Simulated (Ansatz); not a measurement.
# Ba2S (CdCl2 type): how the settings move a single-point run

Aim: see which settings change the result for Ba2S (CdCl2 type), by how much, and at what cost.

Method: reference: DFT, PBEsol, PAW with Ansatz's default frozen-core files, scalar-relativistic, in Ansatz 0.2.0.

1 further run of the same task is left out (it didn't finish). Runs told in other sessions of the task aren't counted.

**1. The structure to begin with**

The structure is trigonal, space group R-3m (No. 166). The conventional cell has a = 3.868 Å, b = 3.868 Å, c = 17.676 Å, α = 90.00°, β = 90.00°, γ = 120.00°. Around S (site symmetry -3m) lie 6 Ba at 2.86 Å. Ba (site symmetry 3m) is surrounded by 3 S at 2.86 Å and 3 Ba at 3.22 Å.

Structure file:

```
CELL_PARAMETERS angstrom
1.93388 -1.11652 5.89193
0.00000 2.23305 5.89193
-1.93388 -1.11652 5.89193
ATOMIC_POSITIONS crystal
S 0.00000 0.00000 0.00000
Ba 0.23229 0.23229 0.23229
Ba 0.76771 0.76771 0.76771
```

**2. Reference**

input.yaml

```yaml
crystal:
  lattice:
    - [1.933876233, -1.1165239637, 5.8919253526]
    - [0.0, 2.2330479274, 5.8919253526]
    - [-1.933876233, -1.1165239637, 5.8919253526]
  atoms:
    - { symbol: S, position: [0.0, 0.0, 0.0] }
    - { symbol: Ba, position: [0.2322893371, 0.2322893371, 0.2322893371] }
    - { symbol: Ba, position: [0.7677106629, 0.7677106629, 0.7677106629] }
kpoints:
  mp_grid: { grid: [9, 9, 9] }
  band_path:
    path:
      - [0.0, 0.0, 0.0]
      - [0.5, 0.5, 0.5]
      - [0.8093929904, 0.1906070096, 0.5]
      - [0.5, -0.1906070096, 0.1906070096]
      - [0.5, 0.0, 0.0]
      - [0.0, 0.0, 0.0]
      - [0.3453035048, -0.3453035048, 0.0]
      - [0.6546964952, 0.0, 0.3453035048]
      - [0.5, 0.0, 0.5]
    npoints: 14
scf:
  occupations: { method: fermi_dirac, width: 0.05 }
hamiltonian:
  xc: pbesol
  pseudopotentials: { kind: paw }
output:
  forces: true
  stress: true
  eigenvalues: true
  populations: true
  bader: true
  write_density: true
  write_potential: true
  elf: true
  volumetric_format: npy
```

Started as:

```
ansatz run input.yaml --threads 1 --pin off --max-ram 3072MiB --backend cpu --events-out ev --progress --plain --runs-dir out
```

**3. Changing settings: mp_grid.shift [0.5, 0.5, 0.5], occupations.width 0.15**

input.yaml, as its differences from that of step 2:

```diff
@@ -10,3 +10,3 @@
 kpoints:
-  mp_grid: { grid: [9, 9, 9] }
+  mp_grid: { grid: [9, 9, 9], shift: [0.5, 0.5, 0.5] }
   band_path:
@@ -24,3 +24,3 @@
 scf:
-  occupations: { method: fermi_dirac, width: 0.05 }
+  occupations: { method: fermi_dirac, width: 0.15 }
 hamiltonian:
@@ -33,6 +33 @@
   populations: true
-  bader: true
-  write_density: true
-  write_potential: true
-  elf: true
-  volumetric_format: npy
```

**Question.** What will these runs give? Wanted: for each run, ending; energy change; pressure; gap; force.

The runs gave:

```csv
run,ending,energy change,pressure (GPa),gap (eV),force (eV/Å),cycles,time
reference,converged,0,14.0,0.00,0.01,6,31 s
"1: mp_grid.shift [0.5, 0.5, 0.5], occupations.width 0.15",converged,+0.2 meV/atom (σ→0),14.3,0.00,0.08,6,12 s
```

Times don't compare one to one where runs were asked for different outputs or read a saved state (see the inputs); cycles may leave out searches for a lower state.

Residual by cycle in the longest SCF loop of each run; runs are numbered as in the table. The quantity is the density residual dr2, in eV.

```csv
cycle,reference,run 1
1,0.0625,0.067
2,0.0251,0.0274
3,8.1e-4,7.6e-4
4,2.4e-5,2.4e-5
5,7.6e-7,7.6e-7
6,8.0e-8,6.9e-8
```

What this shows: Changing the k-point mesh and smearing moves the energy by +0.2 meV/atom (σ→0 values), and the largest force goes from 0.01 to 0.08 eV/Å. More than one kind of setting changed, and this run alone doesn't tell their shares apart. The structure is not at rest: the sound run finds 14 GPa, so these are no properties of the relaxed crystal. 
